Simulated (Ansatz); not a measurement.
# BF3H2: the cost of one run

All numbers below are computed with Ansatz 0.2.0 (RKS BLYP-D4/def2-SVP).

1 further run of the same task is left out (it didn't finish).

**1. The structure to begin with**

Bond lengths: B1–F2 1.670 Å, B1–F3 1.320 Å, B1–F4 1.320 Å. Angles: F2–B1–F3 120.0°, F2–B1–F4 120.0°, F3–B1–F4 120.0°.

Coordinates:

```xyz
6

B     0.0000    0.0000    0.0000
F     0.0000    0.0000    1.6700
F     1.1431    0.0000   -0.6600
F    -1.1431    0.0000   -0.6600
H     0.0623   -1.4126    0.4698
H     0.0491   -1.1133    1.3144
```

**2. A restrained relaxation towards end A**

Springs on the bonds that form and break draw the guess towards this end; the thresholds are loose.

File input.yaml:

```yaml
crystal:
  periodic: [false, false, false]
  atoms:
    - { symbol: B, position_ang: [0.0, 0.0, 0.0] }
    - { symbol: F, position_ang: [0.0, 0.0, 1.67] }
    - { symbol: F, position_ang: [1.1431, 0.0, -0.66] }
    - { symbol: F, position_ang: [-1.1431, 0.0, -0.66] }
    - { symbol: H, position_ang: [0.0623, -1.4126, 0.4698] }
    - { symbol: H, position_ang: [0.0491, -1.1133, 1.3144] }
basis:
  gaussian: { orbitals: def2-SVP }
hamiltonian:
  xc: blyp
  dispersion: d4
relax:
  f_tol: 0.15
  max_steps: 25
  restrain:
    - { distance: [0, 4], at: 2.39, k: 30.0 }
    - { distance: [5, 1], at: 2.12, k: 30.0 }
    - { distance: [0, 1], at: 1.32, k: 30.0 }
    - { distance: [5, 4], at: 0.66, k: 30.0 }
```

Started as:

```console
$ ansatz run input.yaml --threads 1 --pin off --max-ram 2048MiB --backend cpu --events-out ev --progress --plain --runs-dir out
```

Q: Estimate wall time and peak memory on 1 thread of Intel Xeon 6975P-C (Granite Rapids), shared host.

About 5.4 s, with a peak of 0.13 GiB.
